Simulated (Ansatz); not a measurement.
# TaO2: a line through a two-coordinate scan, part 2 of 2

One line of a two-coordinate grid on TaO2 (P4_2/mnm, No. 136; 6 atoms in the cell): volume per atom is varied, at c/a of the conventional cell = 0.549.

Ansatz 0.2.0; DFT PBEsol, scalar-relativistic, plane waves, PAW. The steps go on from the part before.

### Step 10. Grid point (11.824 Å³, 0.549)

File input.yaml:

```yaml
crystal:
  lattice:
    - [5.0569262823, 0.0, 0.0]
    - [0.0, 5.0569262823, 0.0]
    - [0.0, 0.0, 2.7742297585]
  atoms:
    - { symbol: Ta, position: [0.0, 0.0, 0.5] }
    - { symbol: Ta, position: [0.5, 0.5, 0.0] }
    - { symbol: O, position: [0.7134820449, 0.2865179551, 0.5] }
    - { symbol: O, position: [0.2865179551, 0.7134820449, 0.5] }
    - { symbol: O, position: [0.2134820449, 0.2134820449, 0.0] }
    - { symbol: O, position: [0.7865179551, 0.7865179551, 0.0] }
basis:
  ecutwfc: 520.0
kpoints:
  mp_grid: { grid: [10, 10, 16] }
hamiltonian:
  xc: pbesol
  pseudopotentials: { kind: paw, azcp: { folder: soft_1 } }
scf:
  occupations: { method: gaussian, width: 0.15 }
output:
  forces: true
  stress: true
  eigenvalues: true
  write_density: true
  write_potential: true
  elf: true
  volumetric_format: npy
```

Command:

```sh
ansatz run input.yaml --threads 4 --pin off --max-ram 8192MiB --backend cpu --events-out ev --progress --plain --runs-dir out
```

What it wrote, cut to the lines that bear on the results:

```text
Warning: <dir> the record states the generating functional pbe (its physics header spells it `PBE`), which answers neither for hamiltonian.xc's functional nor for the pbesol family's — results may be inconsistent (PPs are generated against a specific XC)
[...]
Warning: RAYON_NUM_THREADS=4 ignored (pool sized by the plan → 4); use --threads N
[...]
Pseudopotentials: kind: paw
Pseudopotential: Ta, paw, valence charge 13, recommended cutoff 420 eV (normal), <dir>
Pseudopotential: O, paw, valence charge 6, recommended cutoff 420 eV (normal), <dir>
Functional definition: PBEsol
[...]
Crystal: 6 atoms, lattice volume = 70.944 Å³
Basis set: ecut = 520 eV, 1943 PW (Γ), exchange–correlation on 80×80×48 points (8 copies of the dense FFT grid, shifted against one another)
Bands: 31, of which v1, the nominal top of the filled ones, is band 25 counted from 1 (24 counted from 0)
Symmetry: 16 space group operations
Space group: P42/mnm (ITA 136), of the structure as read, at distance tolerance 4.1e-5 Å
k-points: 189 of 1600
[...]
SCF iter   1: F=—  HF=-21864.249890 eV  |F-HF|=—  |Δ(HF+E_count)|=         —  Δρ=5.71e-2  dr2=1.98e0  ethr=3.10e-3  ⟨swp⟩=5.1  Hψ=24716  notcnv=0
[...]
SCF iter   9: F=-21863.830849 eV  HF=-21863.830849 eV  |F-HF|=1.53e-9  |Δ(HF+E_count)|=   6.63e-8  Δρ=2.05e-6  dr2=2.12e-9  ethr=2.00e-10  ⟨swp⟩=14.2  Hψ=41919  notcnv=0
[...]
SCF converged after 9 iterations
Free energy (F): -21863.830849 eV
[...]
E sigma→0 (E₀):  -21863.819015 eV
Entropy (-TS):   -0.023668 eV (-3.945 meV/atom)
Fermi energy:    13.115687 eV
[...]
--- Forces (eV/Å), atoms counted from 1 ---
  atom   1  Ta     0.00000000    -0.00000000     0.00000000
  atom   2  Ta     0.00000000     0.00000000     0.00000000
  atom   3  O      0.19462558    -0.19462558     0.00000000
  atom   4  O     -0.19462558     0.19462558     0.00000000
  atom   5  O      0.19462558     0.19462558     0.00000000
  atom   6  O     -0.19462558    -0.19462558     0.00000000
[...]
--- Stress (GPa, compression-positive) ---
       -8.905030       0.000000       0.000000
        0.000000      -8.905030       0.000000
        0.000000       0.000000       6.359360
  P = ⅓ Tr σ = -3.8169 GPa (-38.169 kbar)
--- Band table (eV; the first three rows and the last of 189) ---
[...]
```

Run time: 9.6 s. Hardware: 4 threads of Arm Neoverse V2, shared host; peak memory 0.68 GiB.

Density in a lattice plane of the grid's cell (edges 5.06 and 5.06 Å, at 0.000 of the third edge), which holds Ta and O.

Ten even steps from ' ' (0.02 e/Å³) to '@' (7.98 e/Å³):
```
                                                
                                  ..::::::..    
                                ..--++**++--..  
                                ::++%%@@##==..  
                                ::==##%%##--..  
                                ..::====--::    
                    ..::::::....  ........      
                  ::--==++==--..                
                ..--++++++++++--..              
                ..--++++--++++--..              
                ..--++++++++++--..              
                  ..--==++==--::                
        ........  ....::::::..                  
      ::--====::..                              
    ..--##%%##==::                              
    ..==##@@%%++::                              
    ..--++**++--..                              
      ..::::::..                                
                                                
                                                
```
Columns run along the first of these edges and rows up along the second, over one cell in 24 and 20 even steps from the bottom left corner. Atoms in the plane (fractional): Ta at (0.50, 0.50), O at (0.21, 0.21), O at (0.79, 0.79).

ELF in the same plane.

Values, 12 rows by 12 columns:
```
0.28 0.28 0.15 0.06 0.03 0.01 0.03 0.31 0.69 0.79 0.74 0.44
0.33 0.15 0.07 0.04 0.04 0.04 0.07 0.50 0.81 0.61 0.63 0.74
0.39 0.06 0.04 0.06 0.09 0.09 0.08 0.35 0.81 0.57 0.61 0.79
0.22 0.03 0.04 0.09 0.15 0.41 0.53 0.30 0.48 0.81 0.81 0.69
0.04 0.01 0.04 0.09 0.41 0.79 0.64 0.75 0.30 0.35 0.50 0.31
0.01 0.03 0.07 0.08 0.53 0.64 0.00 0.64 0.53 0.08 0.07 0.03
0.04 0.31 0.50 0.35 0.30 0.75 0.64 0.79 0.41 0.09 0.04 0.01
0.22 0.69 0.81 0.81 0.48 0.30 0.53 0.41 0.15 0.09 0.04 0.03
0.39 0.79 0.61 0.57 0.81 0.35 0.08 0.09 0.09 0.06 0.04 0.06
0.33 0.74 0.63 0.61 0.81 0.50 0.07 0.04 0.04 0.04 0.07 0.15
0.28 0.44 0.74 0.79 0.69 0.31 0.03 0.01 0.03 0.06 0.15 0.28
0.36 0.28 0.33 0.39 0.22 0.04 0.01 0.04 0.22 0.39 0.33 0.28
```
Columns run along the first of these edges and rows up along the second, over one cell in 12 and 12 even steps from the bottom left corner. Atoms in the plane (fractional): Ta at (0.50, 0.50), O at (0.21, 0.21), O at (0.79, 0.79).

Both are smooth fields of the valence electrons: close to the nuclei they are not physical.

Outside the cores ELF peaks at 0.83 in the shell around O, 0.6 Å from O.

On the map this point reads 20 meV/atom.

### Step 11. Point (12.010 Å³, 0.549)

input.yaml: that of step 10 with these lines changed.

```diff
@@ -2,5 +2,5 @@
   lattice:
-    - [5.0569262823, 0.0, 0.0]
-    - [0.0, 5.0569262823, 0.0]
-    - [0.0, 0.0, 2.7742297585]
+    - [5.0833048034, 0.0, 0.0]
+    - [0.0, 5.0833048034, 0.0]
+    - [0.0, 0.0, 2.7887010152]
   atoms:
@@ -25,5 +25 @@
   eigenvalues: true
-  write_density: true
-  write_potential: true
-  elf: true
-  volumetric_format: npy
```

Command:

```sh
ansatz run input.yaml --threads 4 --pin off --max-ram 8192MiB --backend cpu --events-out ev --progress --plain --runs-dir out
```

What it wrote, cut to the lines that bear on the results:

```text
[...]
SCF converged after 9 iterations
Free energy (F): -21863.790438 eV
[...]
E sigma→0 (E₀):  -21863.778330 eV
Entropy (-TS):   -0.024216 eV (-4.036 meV/atom)
Fermi energy:    12.830386 eV
[...]
--- Forces (eV/Å), atoms counted from 1 ---
  atom   1  Ta     0.00000000    -0.00000000     0.00000000
  atom   2  Ta     0.00000000     0.00000000     0.00000000
  atom   3  O      0.13427634    -0.13427634     0.00000000
  atom   4  O     -0.13427634     0.13427634     0.00000000
  atom   5  O      0.13427634     0.13427634     0.00000000
  atom   6  O     -0.13427634    -0.13427634     0.00000000
[...]
--- Stress (GPa, compression-positive) ---
      -12.606899       0.000000       0.000000
        0.000000     -12.606899       0.000000
        0.000000       0.000000       2.023530
  P = ⅓ Tr σ = -7.7301 GPa (-77.301 kbar)
--- Band table (eV; the first three rows and the last of 189) ---
[...]
```

Run time: 7.5 s. Hardware: 4 threads of Arm Neoverse V2, shared host; peak memory 0.67 GiB.

On the map this point reads 27 meV/atom.

### Step 12. The run at (12.196 Å³, 0.549)

input.yaml: that of step 11 with these lines changed.

```diff
@@ -2,5 +2,5 @@
   lattice:
-    - [5.0833048034, 0.0, 0.0]
-    - [0.0, 5.0833048034, 0.0]
-    - [0.0, 0.0, 2.7887010152]
+    - [5.1094123603, 0.0, 0.0]
+    - [0.0, 5.1094123603, 0.0]
+    - [0.0, 0.0, 2.8030236208]
   atoms:
```

Command:

```sh
ansatz run input.yaml --threads 4 --pin off --max-ram 8192MiB --backend cpu --events-out ev --progress --plain --runs-dir out
```

What it wrote, cut to the lines that bear on the results:

```text
[...]
SCF converged after 9 iterations
Free energy (F): -21863.723912 eV
[...]
E sigma→0 (E₀):  -21863.711533 eV
Entropy (-TS):   -0.024758 eV (-4.126 meV/atom)
Fermi energy:    12.552813 eV
[...]
--- Forces (eV/Å), atoms counted from 1 ---
  atom   1  Ta     0.00000000    -0.00000000     0.00000000
  atom   2  Ta    -0.00000000    -0.00000000    -0.00000000
  atom   3  O      0.07729376    -0.07729376     0.00000000
  atom   4  O     -0.07729376     0.07729376    -0.00000000
  atom   5  O      0.07729376     0.07729376     0.00000000
  atom   6  O     -0.07729376    -0.07729376    -0.00000000
[...]
--- Stress (GPa, compression-positive) ---
      -15.995357       0.000000       0.000000
        0.000000     -15.995357       0.000000
        0.000000       0.000000      -1.968101
  P = ⅓ Tr σ = -11.3196 GPa (-113.196 kbar)
--- Band table (eV; the first three rows and the last of 189) ---
[...]
```

Wall time 7.4 s (4 threads of Arm Neoverse V2, shared host); peak memory 0.67 GiB.

Energy on the map's scale: 38 meV/atom.

### Step 13. The run at (12.383 Å³, 0.549)

input.yaml: that of step 12 with these lines changed.

```diff
@@ -2,5 +2,5 @@
   lattice:
-    - [5.1094123603, 0.0, 0.0]
-    - [0.0, 5.1094123603, 0.0]
-    - [0.0, 0.0, 2.8030236208]
+    - [5.1353940473, 0.0, 0.0]
+    - [0.0, 5.1353940473, 0.0]
+    - [0.0, 0.0, 2.8172771743]
   atoms:
```

Command:

```sh
ansatz run input.yaml --threads 4 --pin off --max-ram 8192MiB --backend cpu --events-out ev --progress --plain --runs-dir out
```

What it wrote, cut to the lines that bear on the results:

```text
[...]
SCF converged after 9 iterations
Free energy (F): -21863.632887 eV
[...]
E sigma→0 (E₀):  -21863.620240 eV
Entropy (-TS):   -0.025293 eV (-4.216 meV/atom)
Fermi energy:    12.281217 eV
[...]
--- Forces (eV/Å), atoms counted from 1 ---
  atom   1  Ta     0.00000000    -0.00000000     0.00000000
  atom   2  Ta     0.00000000     0.00000000     0.00000000
  atom   3  O      0.02317421    -0.02317421     0.00000000
  atom   4  O     -0.02317421     0.02317421     0.00000000
  atom   5  O      0.02317421     0.02317421     0.00000000
  atom   6  O     -0.02317421    -0.02317421     0.00000000
[...]
--- Stress (GPa, compression-positive) ---
      -19.111854       0.000000       0.000000
        0.000000     -19.111854       0.000000
        0.000000       0.000000      -5.661531
  P = ⅓ Tr σ = -14.6284 GPa (-146.284 kbar)
--- Band table (eV; the first three rows and the last of 189) ---
[...]
```

Wall time 7.5 s (4 threads of Arm Neoverse V2, shared host); peak memory 0.67 GiB.

On the map this point reads 53 meV/atom.

### Step 14. What came out

What follows sums up all 2 parts.

| volume per atom (Å³) | step | energy (meV/atom) | slope (meV/atom per Å³) | pressure (GPa) | largest force on an atom (eV/Å) |
| --- | --- | --- | --- | --- | --- |
| 10.707 | 3 | 96 | −177 | 28.3 | 0.91 |
| 10.893 | 5 | 67 | −136 | 21.7 | 0.79 |
| 11.079 | 6 | 45 | −98 | 15.7 | 0.67 |
| 11.265 | 7 | 30 | −64 | 10.2 | 0.56 |
| 11.452 | 8 | 21 | −32 | 5.1 | 0.46 |
| 11.638 | 9 | 18 | −3 | 0.5 | 0.37 |
| 11.824 | 10 | 20 | 24 | −3.8 | 0.28 |
| 12.010 | 11 | 27 | 48 | −7.7 | 0.19 |
| 12.196 | 12 | 38 | 71 | −11.3 | 0.11 |
| 12.383 | 13 | 53 | 91 | −14.6 | 0.03 |
| 12.569 | – | 72 | 110 | −17.6 | 0.04 |

Energies count from the relaxed crystal. Rows without a step come from runs not printed here or follow by symmetry. Slopes come from the forces (and the stress, where the cell changes), not from differences of energies.

```csv
run,outcome
"step 4, run with occupations.method methfessel_paxton, occupations.width 0.005, ecutwfc left out (against step 3)",+2.1 meV/atom
```

In words: Along the line the energy is lowest at 11.638 Å³, 18 meV/atom from the zero. A fit to energies and slopes at the lowest point and its two neighbours puts the minimum at 11.6566 Å³, with a curvature of about 150 meV/atom per (Å³)². V·d²E/dV² there is about 280 GPa, a bulk modulus under this line's constraint. The well is lopsided: two grid steps out, the energy rises by 12 meV/atom towards smaller values and 9 meV/atom towards larger ones. The highest point computed, at 10.707 Å³, lies 78 meV/atom above the lowest. This is one cut through a surface in two coordinates; the map's lowest point lies off it. The runs treat Ta without spin-orbit coupling.
